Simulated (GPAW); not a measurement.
WAu:

```xyz
2
Lattice="0.0000 2.9092 2.9092 2.9092 0.0000 2.9092 2.9092 2.9092 0.0000" Properties=species:S:1:pos:R:3 pbc="T T T"
W     0.0000    0.0000    0.0000
Au    4.3638    4.3638    4.3638
```

The cell was built by a generator and needn't be a form met in nature.

Base run:

| Quantity | Value |
| --- | --- |
| Program | GPAW 26.7.0 |
| Functional | LDA |
| Potentials or basis | the program's PAW data sets (release 1.2.1) made for this functional |
| Cutoff | 600 eV |
| Basis | pw |
| k mesh | 8 × 8 × 8 |
| Occupations | fermi-dirac, width 0.05 eV |
| Spin | no spin polarisation |

Its results: band gap on the k mesh none (metal or under the smearing width); pressure -7.2 GPa.

Q: The run is repeated on the same cell with these changes: functional from LDA to revPBE. What comes out?

A: Band gap on the k mesh none (metal or under the smearing width); pressure 2.5 GPa.

revPBE binds less tightly than LDA, so the same cell stands under more pressure.

Caveats: with this Au data set, volumes or pressures lay over 1.5 % or 2 GPa off other programs in two to four cells of ten.
